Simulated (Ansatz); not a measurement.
# C₂H₄ClFSi: a ladder of functionals and wavefunction methods

An exercise on one series of results from a longer session: the logs are not shown, and one member is left open.

Computed with Ansatz 0.2.0, Gaussian basis. Level: functionals in def2-TZVPP, the program's frozen cores in correlated methods.

The runs, in order: PBE-D4, r2SCAN-D4, PBE0-D4, B3LYP-D4, ωB97X-V, ωB97M-V, B2PLYP; CCSD(T)/def2-TZVPP; MP2/def2-QZVPP; extrapolation to the limit.

### Structure used throughout

An earlier PBE0-D4 in a triple-zeta def2 set relaxation fixed the geometry.

SMILES `F[C@H]1[SiH2][C@@H]1Cl`, 9 atoms, charge 0, spin multiplicity 1.

Atoms are counted from 1 here; the program's logs count them from 0.

Bond lengths: F1–C2 1.366 Å, C2–Si3 1.873 Å, C2–C4 1.507 Å, C2–H6 1.090 Å, Si3–C4 1.868 Å, Si3–H7 1.476 Å, Si3–H8 1.476 Å, C4–Cl5 1.757 Å, C4–H9 1.089 Å. Angles: F1–C2–Si3 127.3°, F1–C2–C4 117.5°, F1–C2–H6 111.2°, Si3–C2–C4 66.1°, Si3–C2–H6 113.7°, C4–C2–H6 113.7°, C2–Si3–C4 47.5°, C2–Si3–H7 116.6°, C2–Si3–H8 121.8°, C4–Si3–H7 121.2°, C4–Si3–H8 115.6°, H7–Si3–H8 116.6°, C2–C4–Si3 66.4°, C2–C4–Cl5 120.0°, C2–C4–H9 111.8°, Si3–C4–Cl5 129.5°, Si3–C4–H9 110.8°, Cl5–C4–H9 111.0°.

Set-up of the first run:

Input file in.yaml:

```yaml
crystal:
  periodic: [false, false, false]
  atoms:
    - {symbol: F, position_ang: [-1.573997, -1.029030, 0.940048]}
    - {symbol: C, position_ang: [-0.471557, -0.240596, 0.773787]}
    - {symbol: Si, position_ang: [1.004418, -0.571264, -0.330463]}
    - {symbol: C, position_ang: [-0.419484, 0.631277, -0.454418]}
    - {symbol: Cl, position_ang: [-0.423027, 2.380959, -0.290893]}
    - {symbol: H, position_ang: [-0.219624, 0.284062, 1.694933]}
    - {symbol: H, position_ang: [2.321567, -0.145701, 0.182261]}
    - {symbol: H, position_ang: [1.003834, -1.664542, -1.322381]}
    - {symbol: H, position_ang: [-1.133631, 0.308534, -1.209976]}
basis:
  gaussian: {orbitals: def2-TZVPP}
hamiltonian: {xc: pbe, dispersion: d4}
output: {forces: true, orbitals: {seedname: orbitals}}
```

Launch:

```sh
$ ansatz run in.yaml --threads 4 --pin off --events-out ev --progress --plain --max-ram 10444MiB
```

Steps of the session up to this table: PBE-D4 (GGA); r2SCAN-D4 (meta-GGA); PBE0-D4 (hybrid); B3LYP-D4 (hybrid); ωB97X-V (range-separated); ωB97M-V (range-separated); B2PLYP (double hybrid); CCSD(T) in def2-TZVPP; MP2 in def2-QZVPP.

One table of the session follows, with a row left open; its other results are not shown here.

```
            method  atomisation energy (eV)
            PBE-D4                   33.265
         r2SCAN-D4                   32.496
           PBE0-D4                   32.530
          B3LYP-D4                   32.119
           ωB97X-V                        ?
           ωB97M-V                   32.432
            B2PLYP                   31.781
     HF/def2-TZVPP                   22.723
    MP2/def2-TZVPP                   32.052
   CCSD/def2-TZVPP                   30.653
CCSD(T)/def2-TZVPP                   31.266
           MP2/CBS                   33.011
       CCSD(T)/CBS                   32.225
```

Q: Estimate the row for ωB97X-V from the others.

As computed: atomisation energy (eV): 32.474. In the column «atomisation energy (eV)» it lies between ωB97M-V (32.432) and r2SCAN-D4 (32.496).
